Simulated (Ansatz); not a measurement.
# C7H10N2: the cost of one run

Method: the settings change from run to run; program: Ansatz 0.2.0, Gaussian basis.

## Step 1: The molecule

The geometry comes from an earlier relaxation with PBE0-D4 in a triple-zeta def2 set; it is a stationary point, not always the lowest conformer.

19 atoms, charge 0, spin multiplicity 1.

Atoms are counted from 1 here; the program's logs count them from 0.

Bond lengths: C1–C2 1.524 Å, C1–H10 1.092 Å, C1–H11 1.094 Å, C1–H12 1.092 Å, C2–C3 1.523 Å, C2–C4 1.524 Å, C2–C5 1.563 Å, C3–H13 1.092 Å, C3–H14 1.092 Å, C3–H15 1.092 Å, C4–H16 1.094 Å, C4–H17 1.092 Å, C4–H18 1.092 Å, C5–C6 1.462 Å, C5–C8 1.462 Å, C5–H19 1.097 Å, C6–N7 1.148 Å, C8–N9 1.148 Å. Angles: C2–C1–H10 111.7°, C2–C1–H11 111.4°, C2–C1–H12 109.5°, H10–C1–H11 108.3°, H10–C1–H12 107.9°, H11–C1–H12 107.8°, C1–C2–C3 110.5°, C1–C2–C4 110.0°, C1–C2–C5 107.9°, C3–C2–C4 110.5°, C3–C2–C5 109.9°, C4–C2–C5 107.9°, C2–C3–H13 111.4°, C2–C3–H14 109.7°, C2–C3–H15 111.4°, H13–C3–H14 107.9°, H13–C3–H15 108.4°, H14–C3–H15 107.9° and more.

## Step 2: r2SCAN0/def2-mTZVP

This run has high accuracy.

The input, in.yaml:

```yaml
crystal:
  periodic: [false, false, false]
  atoms:
    - {symbol: C, position_ang: [0.153157, -0.476267, -1.622320]}
    - {symbol: C, position_ang: [0.057890, -0.296519, -0.111930]}
    - {symbol: C, position_ang: [1.448177, -0.208992, 0.503617]}
    - {symbol: C, position_ang: [-0.726230, -1.449995, 0.502327]}
    - {symbol: C, position_ang: [-0.730550, 1.024291, 0.167067]}
    - {symbol: C, position_ang: [-0.086715, 2.187844, -0.439842]}
    - {symbol: N, position_ang: [0.429974, 3.080623, -0.944414]}
    - {symbol: C, position_ang: [-0.929616, 1.254494, 1.596786]}
    - {symbol: N, position_ang: [-1.088609, 1.399100, 2.724805]}
    - {symbol: H, position_ang: [0.704479, 0.340767, -2.092398]}
    - {symbol: H, position_ang: [-0.838012, -0.531549, -2.081179]}
    - {symbol: H, position_ang: [0.676546, -1.407735, -1.846917]}
    - {symbol: H, position_ang: [1.397087, -0.072604, 1.586354]}
    - {symbol: H, position_ang: [1.995724, -1.132926, 0.306810]}
    - {symbol: H, position_ang: [2.021148, 0.618398, 0.078577]}
    - {symbol: H, position_ang: [-1.731331, -1.520757, 0.077133]}
    - {symbol: H, position_ang: [-0.817796, -1.344745, 1.585383]}
    - {symbol: H, position_ang: [-0.211404, -2.390970, 0.298527]}
    - {symbol: H, position_ang: [-1.723928, 0.927532, -0.288403]}
basis:
  gaussian: {orbitals: def2-mTZVP}
hamiltonian: {xc: {name: r2SCAN0}}
accuracy: high
```

On the command line:

```console
ansatz run in.yaml --threads 2 --pin off --events-out ev --progress --plain --max-ram 32768MiB --backend cpu
```

**Question.** How long does this run take on 2 threads of AMD EPYC 7R13, shared host, and how much memory does it need?

About 31 s, with a peak of 1.6 GiB.
